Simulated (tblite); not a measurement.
# C7H9FGe: the cost of one run

Computed with tblite 0.8.0 and PySCF 2.14.0, with density-fitted response routines of our own, on a single molecule, in the gas phase or a continuum. Atoms count from 0, in the outputs and in this text.

**1. Starting geometry**

18 atoms, charge 0, multiplicity 1; geometry from: force field or distance geometry start.

Bonds of the start (Å): C0–C1 1.35, C1–F2 1.39, C1–Ge3 1.88, Ge3–C4 1.96, C4–C5 1.31, C5–C6 1.41, C6–C7 1.32, C7–C8 1.46, C7–Ge3 1.93, C0–H9 1.09, C0–H10 1.07, Ge3–H11 1.52, C4–H12 1.06, C5–H13 1.12, C6–H14 1.13, C8–H15 1.12, C8–H16 1.12, C8–H17 1.10.

**2. Optimising the geometry with GFN2-xTB**

Job settings and geometry (Å):

```
{"job": {"kind": "relax", "xc": "GFN2-xTB", "basis": "xTB"}, "charge": 0, "multiplicity": 1}
C      2.777500     0.557000     0.361000
C      2.040900    -0.561900     0.225300
F      2.519900    -1.702500     0.862800
Ge     0.452100    -0.579100    -0.772300
C     -0.683100    -2.113700    -0.328700
C     -1.782100    -1.614800     0.188000
C     -1.907400    -0.220600     0.327000
C     -0.927600     0.566600    -0.062500
C     -0.860700     2.024600    -0.011700
H      2.408800     1.461400    -0.122100
H      3.680300     0.588000     0.928200
H      0.604900    -0.406000    -2.275000
H     -0.437100    -3.125900    -0.498500
H     -2.577800    -2.331300     0.512400
H     -2.828200     0.261600     0.777200
H     -1.174900     2.394800    -1.018300
H     -1.504600     2.473900     0.781800
H      0.190500     2.334200     0.113600
```

Command:

```
$ OMP_NUM_THREADS=1 python probes_run.py task.json out
```

One launch serves the whole session: the jobs run in the order shown.

**Question.** How long does this first job take on 1 thread of Intel Xeon at 2.50GHz, shared host, and how much memory does it need?

About 4.7 s, with a peak of 0.18 GiB.
